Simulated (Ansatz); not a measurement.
**AlH5O4Si: basis-set convergence**

Aim: see how fast density functionals converge with the basis set for AlH5O4Si.

Method: one geometry, several basis sets; program: Ansatz 0.2.0, Gaussian basis.

The runs, in order: PBE0-D4/def2-SVP; ωB97M-V/def2-SVP; PBE0-D4/def2-QZVPP; ωB97M-V/def2-QZVPP; the functionals' def2-TZVPP values are taken from earlier runs.

## (1) The relaxed structure

The geometry comes from an earlier relaxation with PBE0-D4 in a triple-zeta def2 set; it is a stationary point, not always the lowest conformer.

SMILES `O[Si](O)(O)[O][AlH2]`, 11 atoms, charge 0, spin multiplicity 1.

Atoms are counted from 1 here; the program's logs count them from 0.

Bond lengths: O1–Si2 1.632 Å, O1–H7 0.958 Å, Si2–O3 1.633 Å, Si2–O4 1.637 Å, Si2–O5 1.610 Å, O3–H8 0.958 Å, O4–H9 0.958 Å, O5–Al6 1.690 Å, Al6–H10 1.579 Å, Al6–H11 1.579 Å. Angles: Si2–O1–H7 116.1°, O1–Si2–O3 108.0°, O1–Si2–O4 105.3°, O1–Si2–O5 114.5°, O3–Si2–O4 113.9°, O3–Si2–O5 105.4°, O4–Si2–O5 110.0°, Si2–O3–H8 116.4°, Si2–O4–H9 116.9°, Si2–O5–Al6 152.3°, O5–Al6–H10 116.4°, O5–Al6–H11 119.5°, H10–Al6–H11 124.1°.

Geometry (Å):

```mol
AlH5O4Si
  3D, bonds by distance, orders not assigned

 11 10  0  0  0  0  0  0  0  0999 V2000
   -1.4986   -1.2510   -0.5116 O   0  0
   -0.4141   -0.4866    0.4390 Si  0  0
    0.7999   -1.5306    0.7591 O   0  0
   -1.2548   -0.0189    1.7637 O   0  0
    0.2894    0.7899   -0.2455 O   0  0
    1.3269    1.5007   -1.3743 Al  0  0
   -2.4100   -0.9709   -0.4199 H   0  0
    0.5433   -2.4148    1.0236 H   0  0
   -0.8547    0.6541    2.3153 H   0  0
    1.8846    2.9328   -1.0113 H   0  0
    1.6535    0.7385   -2.7176 H   0  0
  1  2  8  0
  2  3  8  0
  2  4  8  0
  2  5  8  0
  5  6  8  0
  1  7  8  0
  3  8  8  0
  4  9  8  0
  6 10  8  0
  6 11  8  0
M  END
```

## (2) PBE0-D4 in def2-SVP

in.yaml reads:

```yaml
crystal:
  periodic: [false, false, false]
  atoms:
    - {symbol: O, position_ang: [-1.498558, -1.251031, -0.511562]}
    - {symbol: Si, position_ang: [-0.414144, -0.486643, 0.439048]}
    - {symbol: O, position_ang: [0.799937, -1.530596, 0.759104]}
    - {symbol: O, position_ang: [-1.254811, -0.018855, 1.763674]}
    - {symbol: O, position_ang: [0.289381, 0.789878, -0.245501]}
    - {symbol: Al, position_ang: [1.326896, 1.500679, -1.374281]}
    - {symbol: H, position_ang: [-2.410049, -0.970905, -0.419873]}
    - {symbol: H, position_ang: [0.543328, -2.414830, 1.023560]}
    - {symbol: H, position_ang: [-0.854722, 0.654053, 2.315347]}
    - {symbol: H, position_ang: [1.884570, 2.932787, -1.011319]}
    - {symbol: H, position_ang: [1.653471, 0.738464, -2.717596]}
basis:
  gaussian: {orbitals: def2-SVP}
hamiltonian: {xc: pbe0, dispersion: d4}
output: {orbitals: {seedname: orbitals}}
```

Started as:

```bash
$ ansatz run in.yaml --threads 4 --pin off --events-out ev --progress --plain --max-ram 10444MiB
```

After this run come: ωB97M-V in def2-SVP; PBE0-D4 in def2-QZVPP; ωB97M-V in def2-QZVPP.

Before running them: what should the planned runs give, taken together? Wanted: PBE0-D4: double and triple zeta above quadruple; ωB97M-V: double and triple zeta above quadruple.

As calculated:

| quantity | value |
| --- | --- |
| PBE0-D4: double and triple zeta above quadruple | 17.09, 1.00 eV |
| ωB97M-V: double and triple zeta above quadruple | 17.23, 0.95 eV |

**Reading.** For PBE0-D4 the step from double to triple zeta gains 16.09 eV and the next only 1.00 eV. Total energies overstate the basis error of differences, where much of it tends to cancel. The LUMO of ωB97M-V is positive and keeps falling with the basis (0.76 to 0.25 eV): an unbound level that the basis holds in place.
